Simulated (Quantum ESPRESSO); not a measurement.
**CuF under changes of volume**

One of the cells (10.430 Å³/atom); the others are scaled copies at fixed shape and fractional positions:

```xyz
2
Lattice="2.4710 0.0000 0.0000 0.0000 2.4710 0.0000 0.0000 0.0000 3.4165" Properties=species:S:1:pos:R:3 pbc="T T T"
Cu    0.0000    0.0000    0.0000
F     1.2355    1.2355    1.7083
```

The cell was built by a generator and needn't be a form met in nature.

- Program: Quantum ESPRESSO 7.5
- Functional: PBE
- Potentials or basis: SSSP 1.3 efficiency PBE
- Cutoff: 748 eV
- Density cutoff: 5987 eV
- k mesh: 11 × 11 × 8
- Occupations: fermi-dirac, width 0.05 eV
- Spin: no spin polarisation

```csv
volume (Å³/atom),energy over the lowest point (meV/atom),pressure (GPa)
9.805,38.62,12.8
10.013,23.75,9.5
10.222,12.85,6.7
10.430,5.52,4.1
10.639,?,?
10.848,0.00,-0.3
11.056,1.19,-2.1
```

Task: What does the run at 10.639 Å³/atom give?

Result: Energy over the lowest point 1.34 meV/atom; pressure 1.8 GPa.

Worked out: A Birch-Murnaghan fit of order 3 (a polynomial in V^(-2/3)) to the other rows has its minimum at 10.85 Å³/atom with B0 = V·E''(V) = 101 GPa and B' = 5.0 at fixed shape and positions, which overstates the stiffness. It gives 1.34 meV/atom at 10.639 Å³/atom, against the run's 1.34, and -dE/dV = 2.1 GPa, against 1.8.

Energies are extrapolated to zero smearing.

Caveats: the run has no spin polarisation, though such a crystal can be magnetic.
